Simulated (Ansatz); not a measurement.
# BiS (Pm-3m) in Ansatz: a series of runs

One crystal, BiS, is run at these levels: revPBE, BLYP, PBE; tasks: relaxation of cell and atoms, single point.

All numbers are computed with Ansatz 0.2.0; they aren't measurements. Logs are shortened: lines on timing, memory, paths and dates and some standing lists are left out, and cuts for length are marked.

## (1) The structure

Symmetry: Pm-3m, No. 221, cubic system. Conventional cell: a = 4.003 Å, b = 4.003 Å, c = 4.003 Å, α = 90.00°, β = 90.00°, γ = 90.00°. Bi (site symmetry m-3m) is surrounded by 8 S at 3.47 Å. S (site symmetry m-3m) is surrounded by 8 Bi at 3.47 Å.

The cell was built by a generator and needn't be a form met in nature.

## (2) Relaxation of cell and atoms, revPBE

File input.yaml:

```yaml
crystal:
  lattice:
    - [4.00294434, 0.0, 0.0]
    - [0.0, 4.00294434, 0.0]
    - [0.0, 0.0, 4.00294434]
  atoms:
    - { symbol: Bi, position: [0.5, 0.5, 0.5] }
    - { symbol: S, position: [0.0, 0.0, 0.0] }
hamiltonian:
  xc: revpbe
  pseudopotentials: { kind: paw }
kpoints:
  mp_grid: { grid: [7, 7, 7] }
scf:
  occupations: { method: fermi_dirac, width: 0.05 }
output:
  forces: true
  stress: true
  eigenvalues: true
relax:
  f_tol: 0.01
  max_steps: 40
  cell: { stress_tol: 0.05 }
```

Potentials or basis: Ansatz PAW.

On the command line:

```sh
$ ansatz run input.yaml --threads 2 --pin off --max-ram 5632MiB --backend cpu --events-out ev --progress --plain --runs-dir out
```

The program printed:

```text
Warning: RAYON_NUM_THREADS=2 ignored (pool sized by the plan → 2); use --threads N
Engine: ansatz 0.2.0, aarch64-unknown-linux-gnu
Pseudopotentials: kind: paw
Pseudopotential: Bi, paw, valence charge 15, recommended cutoff 420 eV (normal), Bi.paw.azcp
Pseudopotential: S, paw, valence charge 6, recommended cutoff 420 eV (normal), S.paw.azcp
Functional definition: revPBE
  parameter kappa = 1.245
  parameter beta = 0.06672455060314922
  exchange = pbe_x(kappa = kappa, mu = beta*pi^2/3)
  correlation = pbe_c(beta = beta)
Crystal: 2 atoms, lattice volume = 64.141 Å³
Basis set: ecut = 420 eV, 1237 PW (Γ), exchange–correlation on 54×54×54 points (8 copies of the dense FFT grid, shifted against one another)
Bands: 15, of which v1, the nominal top of the filled ones, is band 11 counted from 1 (10 counted from 0)
Symmetry: 48 space group operations
Space group: Pm-3m (ITA 221), of the structure as read, at distance tolerance 4.0e-5 Å
k-points: 20 of 343
Non-local potential: Bi, projectors of the file, l = 0: 2, l = 1: 2, l = 2: 2, l = 3: 2
Non-local potential: S, projectors of the file, l = 0: 2, l = 1: 2, l = 2: 2
PAW form: soft (Blöchl's): semilocal exchange-correlation on the pseudo side does not see the compensation charge
PAW frozen core: Bi, regenerated for the run's functional, and the local potential with it (the file was generated under x = pbe(κ = 0.804, μ = 0.2195149727645171), c = pbe(β = 0.06672455060314922))
PAW frozen core: S, regenerated for the run's functional, and the local potential with it (the file was generated under x = pbe(κ = 0.804, μ = 0.2195149727645171), c = pbe(β = 0.06672455060314922))
PAW one-centre angular grid: Bi, 590 points (default); XC on 64 Gauss nodes
PAW one-centre angular grid: S, 110 points (default); XC on 64 Gauss nodes
Initial density: superposition of atomic densities (neutral atoms: chi_scale 0, normalization atom), corrected by the library's trained network
Initial wavefunctions: pseudopotential atomic-orbital guess
Functional: x = revpbe(κ = 1.245, μ = 0.2195149727645171), c = pbe(β = 0.06672455060314922)
SCF iter   1: F=—  HF=-13311.343127 eV  |F-HF|=—  |Δ(HF+E_count)|=         —  Δρ=2.33e-3  dr2=7.75e-3  ethr=1.77e-3  ⟨swp⟩=6.2  Hψ=1700  notcnv=0
preconditioner: auto → Resta (q_TF=auto, 2.265 Å⁻¹)  ε∞=3.7  [insulator: Δε(μ)=0.130 eV  Ē_g=9.385 eV  σ=0.050 eV  W_gap=0.52  n_scr=18 (ndim 8)  ℏωp=15.4 eV  f_vac=0.000  D(μ)=1.14/eV (n_scr^D=6)  ε∞_Penn≈3.7]
SCF iter   2: F=—  HF=-13311.341781 eV  |F-HF|=—  |Δ(HF+E_count)|=   1.35e-3  Δρ=1.04e-3  dr2=1.66e-3  ethr=3.69e-5  ⟨swp⟩=2.5  Hψ=635  notcnv=0
SCF iter   3: F=—  HF=-13311.341668 eV  |F-HF|=—  |Δ(HF+E_count)|=   1.13e-4  Δρ=2.97e-4  dr2=1.17e-4  ethr=7.90e-6  ⟨swp⟩=1.1  Hψ=311  notcnv=0
SCF iter   4: F=—  HF=-13311.341663 eV  |F-HF|=—  |Δ(HF+E_count)|=   5.01e-6  Δρ=4.97e-5  dr2=1.78e-6  ethr=5.55e-7  ⟨swp⟩=1.8  Hψ=347  notcnv=0
SCF iter   5: F=—  HF=-13311.341810 eV  |F-HF|=—  |Δ(HF+E_count)|=   1.47e-4  Δρ=1.32e-5  dr2=1.91e-7  ethr=8.48e-9  ⟨swp⟩=2.1  Hψ=510  notcnv=0
SCF iter   6: F=-13311.341810 eV  HF=-13311.341810 eV  |F-HF|=2.97e-8  |Δ(HF+E_count)|=   2.96e-8  Δρ=6.06e-6  dr2=4.05e-8  ethr=4.76e-10  ⟨swp⟩=7.0  Hψ=1444  notcnv=0
SCF 1 converged in 6 iterations: F = -13311.341810 eV  dr2 = 4.05e-8
relax step   1: F+E_penalty+E_count = -13311.34181014 eV  Δ(F+E_penalty+E_count) = +0.000e0 eV  max|allowed force component| = 3.115e-28 eV/Å  Δτ_max = 0.0000 Å  P = -10.011 GPa  Ω = 64.141 Å³  (6 SCF iters, dr2 threshold 1.00e-7 eV, accepted)
Crystal: 2 atoms, lattice volume = 55.211 Å³
Basis set: ecut = 420 eV, 1045 PW (Γ), exchange–correlation on 54×54×54 points (8 copies of the dense FFT grid, shifted against one another)
Initial density: handed on by an earlier stage of this run
Initial wavefunctions: those handed on with the density
iter 1 solved again at ethr=1.62e-5 eV; its pass at ethr=3.10e-3 eV (dr2=3.39e-3 eV) is discarded
SCF iter   1: F=—  HF=-13311.841313 eV  |F-HF|=—  |Δ(HF+E_count)|=         —  Δρ=2.16e-3  dr2=2.94e-3  ethr=1.62e-5  ⟨swp⟩=2.9  Hψ=2407  notcnv=0
preconditioner: auto → none  [insulator: Δε(μ)=0.182 eV  Ē_g=10.001 eV  σ=0.050 eV  W_gap=0.70  n_scr=6 (ndim 8)  ℏωp=16.6 eV  f_vac=0.000  D(μ)=1.15/eV (n_scr^D=6)  ε∞_Penn≈3.7]
SCF iter   2: F=—  HF=-13311.840744 eV  |F-HF|=—  |Δ(HF+E_count)|=   5.68e-4  Δρ=1.09e-3  dr2=4.04e-4  ethr=1.40e-5  ⟨swp⟩=2.4  Hψ=511  notcnv=0
[... 35 lines left out ...]
iter 1 solved again at ethr=5.77e-9 eV; its pass at ethr=3.10e-3 eV (dr2=1.21e-6 eV) is discarded
SCF iter   1: F=—  HF=-13312.045641 eV  |F-HF|=—  |Δ(HF+E_count)|=         —  Δρ=3.09e-5  dr2=5.37e-7  ethr=5.77e-9  ⟨swp⟩=3.0  Hψ=2097  notcnv=0
preconditioner: auto → none  [metal: Δε(μ)=0.070 eV  Ē_g=18.982 eV  σ=0.050 eV  W_gap=0.34  n_scr=6 (ndim 8)  ℏωp=24.7 eV  f_vac=0.000  D(μ)=1.78/eV (n_scr^D=18)]
SCF iter   2: F=—  HF=-13312.045710 eV  |F-HF|=—  |Δ(HF+E_count)|=   6.84e-5  Δρ=1.52e-5  dr2=8.55e-8  ethr=2.56e-9  ⟨swp⟩=2.9  Hψ=529  notcnv=0
iter 3 did not close the SCF: its close was put off for the readings that it lacked (scf_convergence_deferred on its scf_iter line)
SCF iter   3: F=-13312.045710 eV  HF=-13312.045710 eV  |F-HF|=1.37e-9  |Δ(HF+E_count)|=   1.55e-8  Δρ=3.10e-6  dr2=3.84e-9  ethr=4.07e-10  ⟨swp⟩=2.5  Hψ=392  notcnv=0
iter 4 did not close the SCF: its close was put off for the readings that it lacked (scf_convergence_deferred on its scf_iter line)
SCF iter   4: F=-13312.045710 eV  HF=-13312.045710 eV  |F-HF|=1.09e-11  |Δ(HF+E_count)|=   1.49e-9  Δρ=4.60e-7  dr2=8.83e-11  ethr=1.83e-11  ⟨swp⟩=2.0  Hψ=407  notcnv=0
iter 5 did not close the SCF: its close was put off for the readings that it lacked (scf_convergence_deferred on its scf_iter line)
SCF iter   5: F=-13312.045710 eV  HF=-13312.045710 eV  |F-HF|=9.09e-12  |Δ(HF+E_count)|=  4.91e-11  Δρ=4.18e-8  dr2=4.29e-13  ethr=1.00e-12  ⟨swp⟩=2.2  Hψ=393  notcnv=0
SCF iter   6: F=-13312.045710 eV  HF=-13312.045710 eV  |F-HF|=7.28e-12  |Δ(HF+E_count)|=  1.82e-12  Δρ=7.22e-9  dr2=1.27e-14  ethr=1.00e-12  ⟨swp⟩=1.0  Hψ=680  notcnv=0
SCF 5 converged in 6 iterations: F = -13312.045710 eV  dr2 = 1.27e-14
relax step   5: F+E_penalty+E_count = -13312.04570976 eV  Δ(F+E_penalty+E_count) = -3.672e-5 eV  max|allowed force component| = 8.546e-30 eV/Å  Δτ_max = 0.0000 Å  P = -0.001 GPa  Ω = 47.407 Å³  energy of the carried Pulay correction = +2.156e-3 eV  (6 SCF iters, dr2 threshold 2.86e-8 eV, accepted)
Basis set: ecut = 420 eV, 925 PW (Γ), exchange–correlation on 50×50×50 points (8 copies of the dense FFT grid, shifted against one another)
Initial wavefunctions: pseudopotential atomic-orbital guess (no wavefunctions were taken with the density)
iter 1 solved again at ethr=2.15e-6 eV; its pass at ethr=3.10e-3 eV (dr2=4.52e-4 eV) is discarded
SCF iter   1: F=—  HF=-13312.043908 eV  |F-HF|=—  |Δ(HF+E_count)|=         —  Δρ=2.55e-4  dr2=5.40e-6  ethr=2.15e-6  ⟨swp⟩=3.0  Hψ=2358  notcnv=0
SCF iter   2: F=—  HF=-13312.044091 eV  |F-HF|=—  |Δ(HF+E_count)|=   1.84e-4  Δρ=1.18e-4  dr2=9.82e-7  ethr=2.57e-8  ⟨swp⟩=2.4  Hψ=514  notcnv=0
SCF iter   3: F=—  HF=-13312.044102 eV  |F-HF|=—  |Δ(HF+E_count)|=   1.05e-5  Δρ=1.79e-5  dr2=2.52e-8  ethr=4.68e-9  ⟨swp⟩=2.9  Hψ=530  notcnv=0
SCF iter   4: F=—  HF=-13312.044102 eV  |F-HF|=—  |Δ(HF+E_count)|=   6.90e-8  Δρ=2.42e-6  dr2=9.03e-10  ethr=1.20e-10  ⟨swp⟩=2.0  Hψ=506  notcnv=0
iter 5 did not close the SCF: its close was put off for the readings that it lacked (scf_convergence_deferred on its scf_iter line)
SCF iter   5: F=-13312.044102 eV  HF=-13312.044102 eV  |F-HF|=1.27e-11  |Δ(HF+E_count)|=   1.56e-9  Δρ=1.55e-7  dr2=4.63e-12  ethr=4.30e-12  ⟨swp⟩=2.3  Hψ=457  notcnv=0
SCF iter   6: F=-13312.044102 eV  HF=-13312.044102 eV  |F-HF|=3.64e-12  |Δ(HF+E_count)|=  1.27e-11  Δρ=2.31e-8  dr2=1.65e-13  ethr=1.00e-12  ⟨swp⟩=5.0  Hψ=1385  notcnv=0
SCF 6 converged in 6 iterations: F = -13312.044102 eV  dr2 = 1.65e-13
relax step   6: F+E_penalty+E_count = -13312.04410191 eV  Δ(F+E_penalty+E_count) = +1.608e-3 eV  max|allowed force component| = 2.551e-29 eV/Å  Δτ_max = 0.0000 Å  P = -0.018 GPa  Ω = 47.407 Å³  stress off target by 1.83e-2 GPa  SCF on the basis re-selected at this cell (its energy is not comparable with the rows above)  (6 SCF iters)
basis re-selected at this cell: Δ(F+E_penalty+E_count) = +1.608e-3 eV, ΔP = -0.017 GPa vs the last step (what re-selecting the basis moved, of the pressure what is left beyond the Pulay correction that the steps carried, after the strain that the cell walked since its last selection, with what the two solves' SCF thresholds leave and, on support functions, any second-order correction that the steps lacked; it is no measure of the basis error at this ecutwfc). The dense FFT grid was sized anew with the basis: this SCF ran on 25×25×25 points, the steps before it on 27×27×27, so part of this shift can come from that change (see relax.cell in the input reference). This SCF's stress stands 1.83e-2 GPa from its target on what of the cell is left free (relax.cell.stress_tol is 5.00e-2 GPa) and its largest allowed force component is 2.55e-29 eV/Å (relax.f_tol is 1.00e-2 eV/Å): within both
SCF converged after 6 iterations
Free energy (F): -13312.044102 eV
Harris-Foulkes:  -13312.044102 eV  (|F-HF|=3.64e-12)
Internal energy: -13312.030408 eV  (E = F + TS)
E sigma→0 (E₀):  -13312.037255 eV
Entropy (-TS):   -0.013693 eV (-6.847 meV/atom)
Fermi energy:    11.174184 eV
--- Per-component energies (eV) ---
  E_band       = -74.969975
  E_kinetic    = 405.650259
  E_local      = -1495.843094  (includes V_loc(G=0)·N_el)
  E_nonlocal   = 589.992404
  E_hartree    = 473.334923
  E_xc         = -248.435252
  E_vxc        = -231.078420  (∫ρ·V_xc dr)
  E_paw        = -11276.417992  (= ΣΔE_a)
  E_vpaw       = -290.360563  (= ΣTr[D̂ρ^β])
  E_aug_tail   = -0.000418  (compensation charges beyond the density's cutoff)
  E_ewald      = -1760.324779
  E_core_change = 0.013541  (= ΣΔE_core)
  E_smearing   = -0.013693  (= −TS)
  E_closure    = 0.000000  (closes the sum)
  Σ components = -13312.044102   (vs F -13312.044102, Δ=0.00e0)
--- Forces (eV/Å), atoms counted from 1 ---
  atom   1  Bi    -0.00000000    -0.00000000     0.00000000
  atom   2  S      0.00000000     0.00000000     0.00000000
  max |Σ_I F_I| component: 5.00e-29 eV/Å
--- Stress (GPa, compression-positive) ---
       -0.018292      -0.000000      -0.000000
        0.000000      -0.018292      -0.000000
       -0.000000      -0.000000      -0.018292
  P = ⅓ Tr σ = -0.0183 GPa (-0.183 kbar)
--- Band table (eV; the first three rows and the last of 20) ---
  k-point 0: bands = ["-12.7392", "-12.7392", "-12.6168", "-12.6168", "-12.6168", "-3.9833", "1.6634", "7.9792", "7.9792", "7.9792", "14.9063", "14.9063", "15.2595", "15.2595", "15.2595"]
  k-point 1: bands = ["-12.7384", "-12.7211", "-12.6224", "-12.6224", "-12.6163", "-3.7837", "1.3290", "7.8463", "8.1621", "8.1621", "13.7096", "14.7986", "14.7986", "15.0850", "16.4019"]
  k-point 2: bands = ["-12.7366", "-12.6803", "-12.6351", "-12.6351", "-12.6151", "-3.2049", "0.4132", "7.9260", "8.6553", "8.6553", "11.7384", "13.7291", "13.7291", "15.6056", "18.8788"]
  k-point 19: bands = ["-12.6768", "-12.6759", "-12.6759", "-12.5930", "-12.5930", "-1.0981", "1.1812", "6.6361", "7.0029", "7.0029", "8.9387", "8.9387", "9.8390", "22.1003", "22.6214"]
--- Relaxed structure (5 steps of the walk, 5 accepted, 1 SCFs on fresh bases) ---
  F+E_penalty+E_count = -13312.04410191 eV   max|allowed force component| = 2.551e-29 eV/Å   (the final SCF, on the basis selected at the relaxed cell)
  cell:  # Å, volume = 47.4072 Å³
    - [3.619219396822042, 3.266056197356687e-33, 3.085500265070384e-33]
    - [2.238893560350162e-33, 3.6192193968220425, -1.2839532962581571e-33]
    - [4.012354050806741e-36, -1.2839532962581571e-33, 3.6192193968220425]
  atoms:
    - { symbol: Bi, position: [0.5, 0.5000000000000001, 0.5000000000000001] }
    - { symbol: S, position: [5.613163905354635e-35, -2.4056416737107567e-35, 1.603761115833426e-35] }
```

Wall time 5.1 s (2 threads of Arm Neoverse V1, shared host); peak memory 0.32 GiB.

Results:

```yaml
Free_energy: -13312.0441 eV
Relaxed_volume: 23.70 Å³/atom
Relaxed_cell: a = 3.619 Å, b = 3.619 Å, c = 3.619 Å, α = 90.00°, β = 90.00°, γ = 90.00°
Space_group_after_relaxing_to_0.05_Å: Pm-3m (No. 221)
Energy_gained_by_relaxing: 351.1 meV/atom
Ionic_steps: 6
Pressure_after_relaxing: 0.0 GPa
Band_gap_on_the_k_mesh: none (metal or under the smearing width)
```

The path:
```csv
step,energy change (eV),largest force (eV/Å),volume (Å³)
1,0.0000,0.0000,64.14
2,-0.4992,0.0000,55.21
3,-0.7036,0.0000,47.15
4,-0.7039,0.0000,47.48
5,-0.7039,0.0000,47.41
6,-0.7023,0.0000,47.41
```

Final structure:
```
CELL_PARAMETERS angstrom
3.61922 0.00000 0.00000
0.00000 3.61922 0.00000
0.00000 0.00000 3.61922
ATOMIC_POSITIONS crystal
Bi 0.50000 0.50000 0.50000
S 0.00000 0.00000 0.00000
```

Levels at points of the mesh, in eV from the Fermi level:
```tsv
k point	band 7	band 8	band 9	band 10	band 11	band 12	band 13	band 14
(0.00, 0.00, 0.00)	-9.51	-3.19	-3.19	-3.19	3.73	3.73	4.09	4.09
```

Caveat: the volume moved by over 15 % at a fixed basis, so the end points are rough; the plane-wave basis is chosen anew once the cell has moved, so the energies of steps on either side of that aren't comparable; spin-orbit coupling is left out, which moves the levels of the heavy elements; the PAW data sets come from PBE, with cores solved anew for the run's functional, which leaves a small shift of forces and pressure.

## (3) Relaxation of cell and atoms, BLYP

input.yaml: that of step 2 with these lines changed.

```diff
@@ -9,3 +9,3 @@
 hamiltonian:
-  xc: revpbe
+  xc: blyp
   pseudopotentials: { kind: paw }
@@ -19,2 +19,6 @@
   eigenvalues: true
+  write_density: true
+  write_potential: true
+  elf: true
+  volumetric_format: npy
 relax:
```

Potentials or basis: Ansatz PAW.

On the command line:

```sh
$ ansatz run input.yaml --threads 2 --pin off --max-ram 5632MiB --backend cpu --events-out ev --progress --plain --runs-dir out
```

Wall time 5.5 s (2 threads of Arm Neoverse V1, shared host); peak memory 0.32 GiB.

The run converged. Its results:

| Item | Value |
| --- | --- |
| Free energy | -13331.5889 eV |
| Relaxed volume | 25.19 Å³/atom |
| Relaxed cell | a = 3.693 Å, b = 3.693 Å, c = 3.693 Å, α = 90.00°, β = 90.00°, γ = 90.00° |
| Space group after relaxing (to 0.05 Å) | Pm-3m (No. 221) |
| Energy gained by relaxing | 216.6 meV/atom |
| Ionic steps | 6 |
| Pressure after relaxing | 0.0 GPa |
| Band gap on the k mesh | none (metal or under the smearing width) |

The path:
| step | energy change (eV) | largest force (eV/Å) | volume (Å³) |
| --- | --- | --- | --- |
| 1 | 0.0000 | 0.0000 | 64.14 |
| 2 | -0.3625 | 0.0000 | 55.21 |
| 3 | -0.3968 | 0.0000 | 47.27 |
| 4 | -0.4340 | 0.0000 | 50.90 |
| 5 | -0.4352 | 0.0000 | 50.38 |
| 6 | -0.4333 | 0.0000 | 50.38 |

Final structure:
```
CELL_PARAMETERS angstrom
3.69326 0.00000 0.00000
0.00000 3.69326 0.00000
0.00000 0.00000 3.69326
ATOMIC_POSITIONS crystal
Bi 0.50000 0.50000 0.50000
S 0.00000 0.00000 0.00000
```

Levels at points of the mesh, in eV from the Fermi level:
```
           k point  band 7  band 8  band 9  band 10  band 11  band 12  band 13  band 14
(0.00, 0.00, 0.00)   -9.79   -2.96   -2.96    -2.96     3.56     3.56     3.56     4.24
```

Caveat: the volume moved by over 15 % at a fixed basis, so the end points are rough; the plane-wave basis is chosen anew once the cell has moved, so the energies of steps on either side of that aren't comparable; spin-orbit coupling is left out, which moves the levels of the heavy elements; the PAW data sets come from PBE, with cores solved anew for the run's functional, which leaves a small shift of forces and pressure.

## (4) Single point, PBE

input.yaml: that of step 3 with these lines changed.

```diff
@@ -9,3 +9,3 @@
 hamiltonian:
-  xc: blyp
+  xc: pbe
   pseudopotentials: { kind: paw }
@@ -14,3 +14,3 @@
 scf:
-  occupations: { method: fermi_dirac, width: 0.05 }
+  occupations: { method: gaussian, width: 0.012 }
 output:
@@ -23,5 +23 @@
   volumetric_format: npy
-relax:
-  f_tol: 0.01
-  max_steps: 40
-  cell: { stress_tol: 0.05 }
```

On the command line:

```sh
$ ansatz run input.yaml --threads 2 --pin off --max-ram 5632MiB --backend cpu --events-out ev --progress --plain --runs-dir out
```

It took 1 s on 2 threads of Arm Neoverse V1, shared host; peak memory 0.31 GiB.

Results (log left out):

```
Free energy            : -13297.7187 eV
Pressure               : -10.9 GPa
Band gap on the k mesh : none (metal or under the smearing width)
```

Levels at points of the mesh, in eV from the Fermi level:
| k point | band 8 | band 9 | band 10 | band 11 | band 12 | band 13 |
| --- | --- | --- | --- | --- | --- | --- |
| (0.00, 0.00, 0.00) | -2.27 | -2.27 | -2.27 | 2.42 | 2.42 | 2.42 |

Caveat: spin-orbit coupling is left out, which moves the levels of the heavy elements.

## (5) Summary

| task | level | cell | smearing | gap on the mesh (eV) | pressure (GPa) | relaxed volume (Å³/atom) |
| --- | --- | --- | --- | --- | --- | --- |
| relaxation of cell and atoms | revPBE | relaxed | fermi-dirac 0.05 eV | none | 0.0 | 23.70 |
| relaxation of cell and atoms | BLYP | relaxed | fermi-dirac 0.05 eV | none | 0.0 | 25.19 |
| single point | PBE | as given | gaussian 0.012 eV | none | -10.9 | - |

Alike in all rows: potentials or basis Ansatz PAW; no spin polarisation; k mesh 7 × 7 × 7; cutoff (eV) 420.

Caveats: spin-orbit coupling is left out, which moves the levels of the heavy elements; the volume moved by over 15 % at a fixed basis, so the end points are rough (some runs); the plane-wave basis is chosen anew once the cell has moved, so the energies of steps on either side of that aren't comparable (some runs); the PAW data sets come from PBE, with cores solved anew for the run's functional, which leaves a small shift of forces and pressure (some runs).

Total energies depend on the potentials used, so only differences within one code and one set of settings carry meaning.
